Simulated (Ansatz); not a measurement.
# GeH₃ (doublet): wave-function methods side by side, cc-pVTZ

Aim: climb from Hartree-Fock through coupled cluster and multireference methods for GeH₃ (doublet) at one geometry and basis, and see what each rung misses.

Method: cc-pVTZ, correlated electrons: outside noble gas; program: Ansatz 0.2.0, Gaussian basis.

The runs, in order: UHF; CCSD(T) on ROHF; CCSD(T) on UHF; BCCD(T) on ROHF; CCSDT(Q) on ROHF; CCSDT(Q) on UHF; CASSCF and MRCISD+Q, 7 electrons in 7 orbitals; CASSCF and NEVPT2, 7 electrons in 7 orbitals.

## 1. The geometry

The geometry is a PBE0/def2-TZVP stationary point (not a proven minimum). No spin-orbit coupling is included. The filled d shell of Ge may be among the frozen orbitals whatever the setting's name suggests; the logs give the count.

4 atoms, charge 0, spin multiplicity 2.

Atoms are counted from 1 here; the program's logs count them from 0.

Bond lengths: Ge1–H2 1.539 Å, Ge1–H3 1.539 Å, Ge1–H4 1.539 Å. Angles: H2–Ge1–H3 111.2°, H2–Ge1–H4 111.2°, H3–Ge1–H4 111.2°.

In the tables R marks a restricted open-shell determinant and U an unrestricted one; 'valence' is the active space of 7 electrons in 7 orbitals; correlation energies count from the lowest restricted Hartree-Fock solution.

## 2. UHF

Input file in.yaml:

```yaml
crystal:
  periodic: [false, false, false]
  atoms:
    - {symbol: Ge, position_ang: [0.000034, -0.000003, -0.018730]}
    - {symbol: H, position_ang: [1.465006, 0.016889, 0.452573]}
    - {symbol: H, position_ang: [-0.748285, 1.261093, 0.448403]}
    - {symbol: H, position_ang: [-0.719150, -1.277779, 0.448837]}
basis:
  gaussian: {orbitals: cc-pVTZ}
magnetization: {spin_polarized: true, initial_magnetization: 1}
hamiltonian: {xc: hf}
output: {orbitals: {seedname: orbitals}}
```

Launch:

```
$ ansatz run in.yaml --threads 1 --pin off --events-out ev --progress --plain --max-ram 2393MiB
```

The runs that follow: CCSD(T) on ROHF; CCSD(T) on UHF; BCCD(T) on ROHF; CCSDT(Q) on ROHF; CCSDT(Q) on UHF; CASSCF and MRCISD+Q, 7 electrons in 7 orbitals; CASSCF and NEVPT2, 7 electrons in 7 orbitals.

**Question.** What will the summary of the whole plan be? Wanted: correlation energy, UCCSDT(Q); RMP2 from UCCSDT(Q); UMP2 from UCCSDT(Q); RCCSD from UCCSDT(Q); RCCSD(T) from UCCSDT(Q); UCCSD(T) from UCCSDT(Q); RCCSDT(Q) from UCCSDT(Q); NEVPT2 valence from UCCSDT(Q); MRCISD+Q valence from UCCSDT(Q).

**Answer**, as computed:

| quantity | value |
| --- | --- |
| correlation energy, UCCSDT(Q) | -3.8895 eV |
| RMP2 from UCCSDT(Q) | +76.4 kJ/mol |
| UMP2 from UCCSDT(Q) | +75.6 kJ/mol |
| RCCSD from UCCSDT(Q) | +11.1 kJ/mol |
| RCCSD(T) from UCCSDT(Q) | +2.5 kJ/mol |
| UCCSD(T) from UCCSDT(Q) | +2.0 kJ/mol |
| RCCSDT(Q) from UCCSDT(Q) | +0.5 kJ/mol |
| NEVPT2 valence from UCCSDT(Q) | +73.0 kJ/mol |
| MRCISD+Q valence from UCCSDT(Q) | +1.8 kJ/mol |
| levels of the table within 1 kcal/mol (43 meV) | RCCSD(T), UCCSD(T), BCCD(T), RCCSDT, UCCSDT, RCCSDT(Q), MRCISD+Q valence |
| T1 diagnostic | 0.017 |
| effectively unpaired electrons | 1.01 |

In words: RCCSD(T) lands +2.5 kJ/mol from the yardstick (0.7 % of the correlation energy). One determinant dominates. Of the multireference levels listed MRCISD+Q valence comes nearest in total energy (+1.8 kJ/mol), which doesn't show that its space is the better one. These misses are within one basis, not against nature; the frozen cores of restricted and unrestricted runs differ, which can shift their rows.
